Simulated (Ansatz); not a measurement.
# PdSi (triplet): relaxing a cheap start

Where does this start of PdSi (triplet) end when it is relaxed?

The runs use Ansatz 0.2.0, Gaussian basis; UKS PBE0/def2-TZVP.

### 1 The starting structure

2 atoms, charge 0, spin multiplicity 3.

Atoms are counted from 1 here; the program's logs count them from 0.

Bond lengths: Pd1–Si2 2.500 Å.

Geometry (Å):

```
Pd    0.00000    0.00000    0.00000
Si    0.00000    0.00000    2.50000
```

The start is set by covalent radii. Sticks and bond lists go by distance. No spin-orbit coupling is included. Elements past krypton take def2 core potentials.

### 2 The run

Input file in.yaml:

```yaml
crystal:
  periodic: [false, false, false]
  atoms:
    - {symbol: Pd, position_ang: [0.000000, 0.000000, 0.000000]}
    - {symbol: Si, position_ang: [0.000000, 0.000000, 2.500000]}
basis:
  gaussian: {orbitals: def2-TZVP}
magnetization: {spin_polarized: true, initial_magnetization: 2}
hamiltonian: {xc: pbe0}
relax: {f_tol: 0.004, max_steps: 80}
```

The run is started by

```
> ansatz run in.yaml --threads 1 --pin off --events-out ev --progress --plain --max-ram 2176MiB
```

What does the calculation give? Wanted: energy gained; shift from the start; total energy; dipole moment; ⟨S²⟩.

**Answer**, as computed:

| quantity | value |
| --- | --- |
| steps | 5 |
| energy gained | 0.524 eV |
| shift from the start (rms) | 0.179 Å |
| total energy | -11352.7813 eV |
| dipole moment | 1.30 D |
| ⟨S²⟩ | 2.014 |

What this shows: The bonds of the start are those of the end. Pd1–Si2 went from 2.500 to 2.143 Å. No vibrations were run, so this is a stationary point, not a proven minimum, and this spin need not be the ground state's.
